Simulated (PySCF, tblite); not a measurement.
# C6H6O3: dynamics, then NMR shifts on frames, part 2 of 2

tblite 0.8.0 and PySCF 2.14.0. Atoms count from 0.

## Step 5: Shielding tensors: 625 fs, PBE0/pcSseg-1

What the job is given:

```
{"job": {"kind": "nmr", "xc": "PBE0", "basis": "pcSseg-1", "pop": false}, "charge": 0, "multiplicity": 1}
C      1.795900     2.013500    -0.877400
O      0.506700     1.575800    -0.475300
C      0.351600     0.310200    -0.111300
O      1.219600    -0.442600     0.346900
C     -1.048700    -0.112600     0.032200
C     -1.661600    -1.087200     0.766400
C     -2.960100    -0.430400     1.001300
C     -2.241500     0.701400     0.127400
O     -2.748400     1.747900    -0.226700
H      1.696000     3.070800    -1.015200
H      2.009300     1.588500    -1.879300
H      2.744000     1.919500    -0.092000
H     -1.365600    -2.064900     0.892300
H     -3.216100    -0.188400     2.031600
H     -3.948200    -0.695500     0.573900
```

Method: GIAO PBE0/pcSseg-1 NMR shielding, non-relativistic, gas phase.

Output:

```text
coarse grid: 13496 points
cycle   1  E = -456.9191198531  dE =  1.757e+00  |g| = 1.156e+00  |ddm| = 3.667e+00
cycle   2  E = -455.8643594120  dE =  1.055e+00  |g| = 2.565e+00  |ddm| = 3.452e+00
cycle   3  E = -457.1575563215  dE = -1.293e+00  |g| = 3.356e-01  |ddm| = 2.747e+00
cycle   4  E = -457.1772451074  dE = -1.969e-02  |g| = 1.438e-01  |ddm| = 3.343e-01
cycle   5  E = -457.1805004115  dE = -3.255e-03  |g| = 4.097e-02  |ddm| = 9.392e-02
cycle   6  E = -457.1808336511  dE = -3.332e-04  |g| = 1.526e-02  |ddm| = 4.373e-02
cycle   7  E = -457.1808717855  dE = -3.813e-05  |g| = 6.360e-03  |ddm| = 1.355e-02
cycle   8  E = -457.1808790102  dE = -7.225e-06  |g| = 1.485e-03  |ddm| = 5.743e-03
final grid: 133104 points
cycle   9  E = -457.2660318831  dE =  9.440e-07  |g| = 1.729e-02  |ddm| = 2.894e-02
cycle  10  E = -457.2658648275  dE =  1.671e-04  |g| = 3.440e-02  |ddm| = 3.776e-02
cycle  11  E = -457.2660845472  dE = -2.197e-04  |g| = 3.712e-03  |ddm| = 2.744e-02
cycle  12  E = -457.2660869967  dE = -2.450e-06  |g| = 3.758e-04  |ddm| = 2.449e-03
cycle  13  E = -457.2660870180  dE = -2.135e-08  |g| = 1.713e-04  |ddm| = 3.682e-04
cycle  14  E = -457.2660870242  dE = -6.138e-09  |g| = 5.214e-05  |ddm| = 1.643e-04
cycle  15  E = -457.2660870246  dE = -4.574e-10  |g| = 2.297e-05  |ddm| = 5.419e-05
converged SCF energy = -457.2660870246

GIAO shielding tensors (ppm)
atom      isotropic    diamagn.    paramagn.     s11        s22        s33       span
  0 C      126.460     239.240    -112.780     96.847    108.593    173.939     77.092
  1 O      143.174     399.956    -256.782    -29.056    217.851    240.726    269.782
  2 C       12.788     250.366    -237.578    -94.604     60.546     72.421    167.025
  3 O     -160.344     405.199    -565.543   -469.561   -302.849    291.378    760.939
  4 C       37.275     249.467    -212.193    -51.053     59.517    103.360    154.413
  5 C       -5.773     251.603    -257.376   -136.982    -47.811    167.474    304.456
  6 C      140.199     262.402    -122.202    125.025    137.124    158.449     33.424
  7 C       -7.079     244.241    -251.320    -97.091     -0.360     76.215    173.307
  8 O     -307.231     397.675    -704.906   -883.866   -332.012    294.184   1178.050
  9 H       27.838      27.257       0.581     24.277     26.526     32.711      8.433
 10 H       27.363      27.001       0.362     22.918     25.361     33.811     10.893
 11 H       24.548      24.244       0.304     21.120     23.032     29.491      8.370
 12 H       22.806      32.722      -9.916     15.887     25.381     27.150     11.263
 13 H       28.691      30.002      -1.311     26.495     27.391     32.187      5.692
 14 H       28.474      28.344       0.130     26.204     26.711     32.507      6.303
```

It took 27 s on 1 thread of Arm Neoverse V1, shared host; peak memory 0.88 GiB.

In short: δ C7 194.0, C5 192.7, C2 174.1, C4 149.7, H12 8.91, H11 7.17 ppm.

## Step 6: Nuclear shieldings: 800 fs, PBE0/pcSseg-1

What the job is given:

```
{"job": {"kind": "nmr", "xc": "PBE0", "basis": "pcSseg-1", "pop": false}, "charge": 0, "multiplicity": 1}
C      1.910600     2.070000     0.768600
O      0.674400     1.475100     0.372400
C      0.512900     0.145100     0.266600
O      1.254500    -0.829000     0.210500
C     -0.984700    -0.171200     0.191400
C     -1.733200    -1.297100     0.381500
C     -3.087200    -0.791900    -0.174500
C     -2.073200     0.425800    -0.584000
O     -2.298400     1.365000    -1.245300
H      2.659100     1.616700     0.202600
H      1.992300     1.979200     1.754500
H      1.954900     3.150300     0.662200
H     -1.457400    -2.263100     0.819400
H     -3.852300    -0.479200     0.540200
H     -3.504700    -1.144100    -1.139700
```

With the program's defaults for keys left out, this is: GIAO PBE0/pcSseg-1 NMR shielding, non-relativistic, gas phase.

Output:

```text
coarse grid: 13496 points
cycle   1  E = -456.9335636852  dE =  1.712e+00  |g| = 1.133e+00  |ddm| = 3.665e+00
cycle   2  E = -456.0737298842  dE =  8.598e-01  |g| = 2.391e+00  |ddm| = 3.174e+00
cycle   3  E = -457.1605943651  dE = -1.087e+00  |g| = 3.147e-01  |ddm| = 2.473e+00
cycle   4  E = -457.1773906118  dE = -1.680e-02  |g| = 1.412e-01  |ddm| = 3.078e-01
cycle   5  E = -457.1804068658  dE = -3.016e-03  |g| = 4.820e-02  |ddm| = 9.865e-02
cycle   6  E = -457.1808487400  dE = -4.419e-04  |g| = 1.765e-02  |ddm| = 4.879e-02
cycle   7  E = -457.1809036164  dE = -5.488e-05  |g| = 4.988e-03  |ddm| = 1.506e-02
cycle   8  E = -457.1809083109  dE = -4.695e-06  |g| = 1.256e-03  |ddm| = 4.911e-03
final grid: 133104 points
cycle   9  E = -457.2678883978  dE = -4.483e-06  |g| = 1.690e-02  |ddm| = 2.931e-02
cycle  10  E = -457.2677583927  dE =  1.300e-04  |g| = 3.141e-02  |ddm| = 3.479e-02
cycle  11  E = -457.2679387327  dE = -1.803e-04  |g| = 3.384e-03  |ddm| = 2.514e-02
cycle  12  E = -457.2679407712  dE = -2.038e-06  |g| = 4.795e-04  |ddm| = 2.356e-03
cycle  13  E = -457.2679408077  dE = -3.647e-08  |g| = 1.966e-04  |ddm| = 4.220e-04
cycle  14  E = -457.2679408141  dE = -6.441e-09  |g| = 9.005e-05  |ddm| = 2.022e-04
cycle  15  E = -457.2679408156  dE = -1.407e-09  |g| = 2.223e-05  |ddm| = 7.352e-05
cycle  16  E = -457.2679408156  dE = -9.140e-11  |g| = 6.936e-06  |ddm| = 2.594e-05
converged SCF energy = -457.2679408156

GIAO shielding tensors (ppm)
atom      isotropic    diamagn.    paramagn.     s11        s22        s33       span
  0 C      139.258     241.794    -102.536    100.479    120.800    196.495     96.016
  1 O      158.497     400.858    -242.361    -10.462    229.389    256.564    267.026
  2 C       14.582     249.940    -235.357    -93.643     64.057     73.332    166.974
  3 O     -133.385     404.695    -538.080   -445.494   -235.807    281.145    726.639
  4 C       27.630     253.144    -225.514    -63.412     50.217     96.085    159.497
  5 C        2.654     253.733    -251.079   -127.566    -23.040    158.569    286.135
  6 C      133.536     266.240    -132.705    113.383    137.631    149.594     36.211
  7 C        5.971     245.151    -239.181    -78.703     19.548     77.066    155.769
  8 O     -230.025     399.717    -629.742   -714.542   -273.215    297.682   1012.224
  9 H       28.153      29.037      -0.883     23.910     26.444     34.106     10.196
 10 H       30.275      31.325      -1.050     25.543     28.614     36.669     11.126
 11 H       27.970      27.582       0.388     24.426     26.251     33.232      8.806
 12 H       22.491      31.208      -8.717     17.466     24.100     25.909      8.443
 13 H       28.342      30.448      -2.107     26.296     27.029     31.700      5.404
 14 H       28.448      29.524      -1.076     26.075     27.065     32.203      6.128
```

Wall time 29 s (1 thread of Arm Neoverse V1, shared host); peak memory 0.86 GiB.

This run: δ C5 184.3, C7 181.0, C2 172.3, C4 159.3, H12 9.23, H11 3.75 ppm.

## Step 7: Shielding tensors: 1000 fs, PBE0/pcSseg-1

What the job is given:

```
{"job": {"kind": "nmr", "xc": "PBE0", "basis": "pcSseg-1", "pop": false}, "charge": 0, "multiplicity": 1}
C      1.558100     2.088200     1.460700
O      0.522600     1.207500     1.117300
C      0.784600     0.284400     0.199800
O      1.802700     0.122800    -0.403900
C     -0.574200    -0.224900    -0.214600
C     -1.354300    -1.196400     0.211700
C     -2.585400    -0.871200    -0.713900
C     -1.643100     0.345400    -1.112100
O     -1.767400     0.941800    -2.105100
H      1.299400     3.064200     1.094900
H      2.403900     1.717600     0.884700
H      1.682300     2.212000     2.564100
H     -1.160300    -1.949700     0.959500
H     -3.518800    -0.505700    -0.280100
H     -2.860600    -1.569600    -1.464900
```

With the program's defaults for keys left out, this is: GIAO PBE0/pcSseg-1 NMR shielding, non-relativistic, gas phase.

Output:

```text
coarse grid: 13496 points
cycle   1  E = -456.9506861151  dE =  1.861e+00  |g| = 1.116e+00  |ddm| = 3.739e+00
cycle   2  E = -456.1740140158  dE =  7.767e-01  |g| = 2.312e+00  |ddm| = 2.997e+00
cycle   3  E = -457.1667374369  dE = -9.927e-01  |g| = 3.171e-01  |ddm| = 2.381e+00
cycle   4  E = -457.1846510985  dE = -1.791e-02  |g| = 1.206e-01  |ddm| = 2.995e-01
cycle   5  E = -457.1868543360  dE = -2.203e-03  |g| = 3.841e-02  |ddm| = 7.902e-02
cycle   6  E = -457.1871380567  dE = -2.837e-04  |g| = 1.401e-02  |ddm| = 3.938e-02
cycle   7  E = -457.1871715060  dE = -3.345e-05  |g| = 4.388e-03  |ddm| = 1.115e-02
cycle   8  E = -457.1871749154  dE = -3.409e-06  |g| = 1.014e-03  |ddm| = 3.968e-03
final grid: 133104 points
cycle   9  E = -457.2736024757  dE = -7.058e-06  |g| = 1.630e-02  |ddm| = 2.877e-02
cycle  10  E = -457.2734827925  dE =  1.197e-04  |g| = 3.017e-02  |ddm| = 3.232e-02
cycle  11  E = -457.2736488515  dE = -1.661e-04  |g| = 3.618e-03  |ddm| = 2.345e-02
cycle  12  E = -457.2736511782  dE = -2.327e-06  |g| = 4.031e-04  |ddm| = 2.563e-03
cycle  13  E = -457.2736512023  dE = -2.404e-08  |g| = 1.882e-04  |ddm| = 3.944e-04
cycle  14  E = -457.2736512085  dE = -6.232e-09  |g| = 7.846e-05  |ddm| = 1.722e-04
cycle  15  E = -457.2736512096  dE = -1.074e-09  |g| = 1.761e-05  |ddm| = 6.009e-05
cycle  16  E = -457.2736512096  dE = -5.400e-11  |g| = 4.960e-06  |ddm| = 1.777e-05
converged SCF energy = -457.2736512096

GIAO shielding tensors (ppm)
atom      isotropic    diamagn.    paramagn.     s11        s22        s33       span
  0 C      139.248     244.638    -105.390     96.017    137.796    183.933     87.917
  1 O      143.486     403.694    -260.207    -34.321    204.778    260.003    294.324
  2 C       20.958     252.390    -231.432    -82.096     67.539     77.430    159.527
  3 O      -94.676     401.465    -496.141   -400.648   -219.430    336.049    736.698
  4 C       31.125     255.326    -224.201    -68.682     58.238    103.820    172.502
  5 C       27.257     251.764    -224.506    -96.511     12.080    166.203    262.713
  6 C      125.892     262.576    -136.684     87.319    131.162    159.196     71.877
  7 C        3.627     243.178    -239.551    -83.987     18.501     76.367    160.354
  8 O     -290.883     398.209    -689.092   -830.515   -323.876    281.742   1112.257
  9 H       28.807      28.911      -0.105     23.930     27.402     35.088     11.158
 10 H       25.722      27.778      -2.056     21.395     26.039     29.732      8.337
 11 H       27.551      26.677       0.874     23.287     26.018     33.349     10.062
 12 H       23.567      31.909      -8.342     18.426     25.405     26.871      8.444
 13 H       28.393      29.847      -1.454     26.502     27.109     31.567      5.065
 14 H       28.736      31.189      -2.453     26.726     27.532     31.950      5.223
```

Run time: 30 s. Hardware: 1 thread of Arm Neoverse V1, shared host; peak memory 0.86 GiB.

In short: δ C7 183.3, C2 166.0, C5 159.7, C4 155.8, H12 8.15, H10 5.99 ppm.

## Step 8: Run by run: NMR shifts

Shifts (ppm) of some atoms, chosen among heavy atoms and hydrogens apart, with basis size and wall time:

| frame | C5 | C4 | H9 | H10 | O8 | O3 | O1 | functions | time |
| --- | --- | --- | --- | --- | --- | --- | --- | --- | --- |
| 250 fs | 175.3 | 149.6 | 6.98 | 3.00 | 596.7 | 397.3 | 182.6 | 183 | 26 s |
| 425 fs | 183.2 | 168.8 | 6.05 | 2.30 | 559.4 | 413.5 | 187.3 | 183 | 24 s |
| 625 fs | 192.7 | 149.7 | 3.88 | 4.35 | 643.3 | 496.4 | 192.9 | 183 | 27 s |
| 800 fs | 184.3 | 159.3 | 3.56 | 1.44 | 566.1 | 469.5 | 177.6 | 183 | 29 s |
| 1000 fs | 159.7 | 155.8 | 2.91 | 5.99 | 627.0 | 430.8 | 192.6 | 183 | 30 s |

## Step 9: What came out

This closing draws on all 2 parts.

| quantity | value |
| --- | --- |
| thermostat | 600 K |
| mean temperature, second half | 735 K |
| mean potential energy above the minimum | 1.15 eV |
| 13C shifts against TMS (PBE0/pcSseg-1, 250 fs) | 181.4, 175.3, 164.0, 149.6, 54.7, 49.9 ppm |
| 1H shifts against TMS (PBE0/pcSseg-1, 250 fs) | 8.12, 6.98, 5.20, 3.17, 3.00, 2.67 ppm |
| 17O shifts against H2O (PBE0/pcSseg-1, 250 fs) | 596.7, 397.3, 182.6 ppm |
| range of the shift of O3 | 397.3 to 496.4 ppm |

In the second half the potential energy averages 1.15 eV above the minimum; equipartition over 39 harmonic modes at 600 K would give 1.01 eV. With 15 atoms the temperature swings widely (251 to 1000 K). Shifts at one fixed geometry are not the observed spectrum, which averages over the motion. In the first frame run (250 fs): The widest tensor belongs to O8: span 1096 ppm, with a paramagnetic part of -661 ppm. Across the 5 runs the shift of O3 moves most, between 397.3 (250 fs) and 496.4 ppm (625 fs).
